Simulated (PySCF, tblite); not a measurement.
**C7H8NP: infrared bands and NMR shifts**

Aim: predict the infrared bands and NMR shifts of C7H8NP (`c1cc(P2CC2)ccn1`).

The runs use tblite 0.8.0 and PySCF 2.14.0, with density-fitted response routines of our own; the level of theory stands in each step. All values are computed, except where a source is named. Atoms are numbered from 0 throughout.

### 1 The starting structure

17 atoms, charge 0, multiplicity 1; geometry from: GFN2-xTB.

Bonds of the start (Å): C0–C1 1.39, C1–C2 1.39, C2–P3 1.84, P3–C4 1.84, C4–C5 1.51, C2–C6 1.39, C6–C7 1.39, C7–N8 1.32, N8–C0 1.32, C5–P3 1.84, C0–H9 1.08, C1–H10 1.08, C4–H11 1.08, C4–H12 1.08, C5–H13 1.08, C5–H14 1.08, C6–H15 1.08, C7–H16 1.08.

### 2 Vibrational analysis with GFN2-xTB

The job: settings as JSON, then the geometry in Å.

```
{"job": {"kind": "ir", "xc": "GFN2-xTB", "basis": "xTB"}, "charge": 0, "multiplicity": 1}
C     -2.229986    -0.898816    -0.725438
C     -1.010261    -1.172315    -0.128235
C     -0.335381    -0.136821     0.509966
P      1.264225    -0.439589     1.374895
C      2.337385     0.618906     0.314252
C      2.291196    -0.825509    -0.106338
C     -0.940296     1.115397     0.542011
C     -2.160149     1.276946    -0.094678
N     -2.793340     0.297117    -0.716439
H     -2.787000    -1.673633    -1.236860
H     -0.587742    -2.166320    -0.159753
H      3.254665     0.975778     0.763496
H      1.856250     1.347364    -0.324484
H      1.778818    -1.067315    -1.028167
H      3.178613    -1.420430     0.065503
H     -0.465155     1.943303     1.048793
H     -2.658843     2.237967    -0.108434
```

**Question.** This job is followed by: GIAO PBE0/pcSseg-1 NMR shielding, non-relativistic, gas phase. What will the session give for the following? strongest single infrared mode (GFN2-xTB); zero-point energy (GFN2-xTB); 13C shifts against TMS (PBE0/pcSseg-1, means over atoms taken as alike); 1H shifts against TMS (PBE0/pcSseg-1, means over atoms taken as alike); 31P shifts against H3PO4 (PBE0/pcSseg-1); 15N shifts against NH3 (PBE0/pcSseg-1).

**Answer**, as computed:

```
                                                               quantity                          value
                              strongest single infrared mode (GFN2-xTB)          1568 cm⁻¹, 101 km/mol
                                           zero-point energy (GFN2-xTB)                  81.5 kcal/mol
13C shifts against TMS (PBE0/pcSseg-1, means over atoms taken as alike)  163.8, 154.8, 133.0, 11.3 ppm
 1H shifts against TMS (PBE0/pcSseg-1, means over atoms taken as alike)           8.78, 7.56, 1.14 ppm
                               31P shifts against H3PO4 (PBE0/pcSseg-1)                     -244.4 ppm
                                 15N shifts against NH3 (PBE0/pcSseg-1)                      358.8 ppm
```

**Reading.** All 45 modes are real, so the xTB geometry is a minimum. The strongest single mode, at 1568 cm⁻¹, is spread over several atoms, C7, C0, C1, C6 among them. Unscaled tight-binding wavenumbers are off by several per cent, some by more. Its intensities can rank the bands wrongly. NICS(1)zz of -27 ppm above the planar ring from C0 marks a diatropic (aromatic) ring current.
